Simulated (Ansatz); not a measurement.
# KMgF3: the cost of one run

Method: DFT PBE, scalar-relativistic, plane waves, PAW, in Ansatz 0.2.0.

### 1 The structure to begin with

Symmetry: Pm-3m, No. 221, cubic system. Conventional cell: a = 3.986 Å, b = 3.986 Å, c = 3.986 Å, α = 90.00°, β = 90.00°, γ = 90.00°. Around K (site symmetry m-3m) lie 12 F at 2.82 Å. Around Mg (site symmetry m-3m) lie 6 F at 1.99 Å. F (site symmetry 4/mmm) has 2 Mg at 1.99 Å and 4 K at 2.82 Å as nearest neighbours.

As a file:

```cif
data_structure
_symmetry_space_group_name_H-M 'P 1'
_symmetry_Int_Tables_number 1
_cell_length_a 7.9718
_cell_length_b 7.9718
_cell_length_c 7.9718
_cell_angle_alpha 90.000
_cell_angle_beta 90.000
_cell_angle_gamma 90.000
_cell_volume 506.60
loop_
_atom_site_label
_atom_site_type_symbol
_atom_site_fract_x
_atom_site_fract_y
_atom_site_fract_z
_atom_site_occupancy
K1 K 0.25000 0.25000 0.25000 1
K2 K 0.25000 0.25000 0.75000 1
K3 K 0.25000 0.75000 0.25000 1
K4 K 0.25000 0.75000 0.75000 1
K5 K 0.75000 0.25000 0.25000 1
K6 K 0.75000 0.25000 0.75000 1
K7 K 0.75000 0.75000 0.25000 1
K8 K 0.75000 0.75000 0.75000 1
Mg1 Mg 0.00000 0.00000 0.00000 1
Mg2 Mg 0.00000 0.00000 0.50000 1
Mg3 Mg 0.00000 0.50000 0.00000 1
Mg4 Mg 0.00000 0.50000 0.50000 1
Mg5 Mg 0.50000 0.00000 0.00000 1
Mg6 Mg 0.50000 0.00000 0.50000 1
Mg7 Mg 0.50000 0.50000 0.00000 1
Mg8 Mg 0.50000 0.50000 0.50000 1
F1 F 0.25000 0.00000 0.00000 1
F2 F 0.25000 0.00000 0.50000 1
F3 F 0.25000 0.50000 0.00000 1
F4 F 0.25000 0.50000 0.50000 1
F5 F 0.75000 0.00000 0.00000 1
F6 F 0.75000 0.00000 0.50000 1
F7 F 0.75000 0.50000 0.00000 1
F8 F 0.75000 0.50000 0.50000 1
F9 F 0.00000 0.25000 0.00000 1
F10 F 0.00000 0.25000 0.50000 1
F11 F 0.00000 0.75000 0.00000 1
F12 F 0.00000 0.75000 0.50000 1
F13 F 0.50000 0.25000 0.00000 1
F14 F 0.50000 0.25000 0.50000 1
F15 F 0.50000 0.75000 0.00000 1
F16 F 0.50000 0.75000 0.50000 1
F17 F 0.00000 0.00000 0.25000 1
F18 F 0.00000 0.00000 0.75000 1
F19 F 0.00000 0.50000 0.25000 1
F20 F 0.00000 0.50000 0.75000 1
F21 F 0.50000 0.00000 0.25000 1
F22 F 0.50000 0.00000 0.75000 1
F23 F 0.50000 0.50000 0.25000 1
F24 F 0.50000 0.50000 0.75000 1
```

The runs take a perfect supercell of 40 atoms; the defect goes to fractional position (0.250, 0.000, 0.000).

### 2 The perfect supercell

input.yaml

```yaml
crystal:
  lattice:
    - [7.9718, 0.0, 0.0]
    - [0.0, 7.9718, 0.0]
    - [0.0, 0.0, 7.9718]
  atoms:
    - { symbol: K, position: [0.25, 0.25, 0.25] }
    - { symbol: K, position: [0.25, 0.25, 0.75] }
    - { symbol: K, position: [0.25, 0.75, 0.25] }
    - { symbol: K, position: [0.25, 0.75, 0.75] }
    - { symbol: K, position: [0.75, 0.25, 0.25] }
    - { symbol: K, position: [0.75, 0.25, 0.75] }
    - { symbol: K, position: [0.75, 0.75, 0.25] }
    - { symbol: K, position: [0.75, 0.75, 0.75] }
    - { symbol: Mg, position: [0.0, 0.0, 0.0] }
    - { symbol: Mg, position: [0.0, 0.0, 0.5] }
    - { symbol: Mg, position: [0.0, 0.5, 0.0] }
    - { symbol: Mg, position: [0.0, 0.5, 0.5] }
    - { symbol: Mg, position: [0.5, 0.0, 0.0] }
    - { symbol: Mg, position: [0.5, 0.0, 0.5] }
    - { symbol: Mg, position: [0.5, 0.5, 0.0] }
    - { symbol: Mg, position: [0.5, 0.5, 0.5] }
    - { symbol: F, position: [0.25, 0.0, 0.0] }
    - { symbol: F, position: [0.25, 0.0, 0.5] }
    - { symbol: F, position: [0.25, 0.5, 0.0] }
    - { symbol: F, position: [0.25, 0.5, 0.5] }
    - { symbol: F, position: [0.75, 0.0, 0.0] }
    - { symbol: F, position: [0.75, 0.0, 0.5] }
    - { symbol: F, position: [0.75, 0.5, 0.0] }
    - { symbol: F, position: [0.75, 0.5, 0.5] }
    - { symbol: F, position: [0.0, 0.25, 0.0] }
    - { symbol: F, position: [0.0, 0.25, 0.5] }
    - { symbol: F, position: [0.0, 0.75, 0.0] }
    - { symbol: F, position: [0.0, 0.75, 0.5] }
    - { symbol: F, position: [0.5, 0.25, 0.0] }
    - { symbol: F, position: [0.5, 0.25, 0.5] }
    - { symbol: F, position: [0.5, 0.75, 0.0] }
    - { symbol: F, position: [0.5, 0.75, 0.5] }
    - { symbol: F, position: [0.0, 0.0, 0.25] }
    - { symbol: F, position: [0.0, 0.0, 0.75] }
    - { symbol: F, position: [0.0, 0.5, 0.25] }
    - { symbol: F, position: [0.0, 0.5, 0.75] }
    - { symbol: F, position: [0.5, 0.0, 0.25] }
    - { symbol: F, position: [0.5, 0.0, 0.75] }
    - { symbol: F, position: [0.5, 0.5, 0.25] }
    - { symbol: F, position: [0.5, 0.5, 0.75] }
basis:
  ecutwfc: 420
  fft_grid_basis: typed
kpoints:
  mp_grid: { grid: [2, 2, 2] }
hamiltonian:
  xc: pbe
scf:
  occupations: { method: gaussian, width: 0.05 }
output:
  forces: true
  stress: false
  eigenvalues: true
  bader: false
  write_density: true
  volumetric_format: npy
```

Started as:

```sh
ansatz run input.yaml --threads 4 --pin off --max-ram 10240MiB --backend cpu --events-out ev --progress --plain --runs-dir out
```

What time and memory should one allow on 4 threads of Arm Neoverse V2, shared host?

About 5.4 s, with a peak of 1.8 GiB.
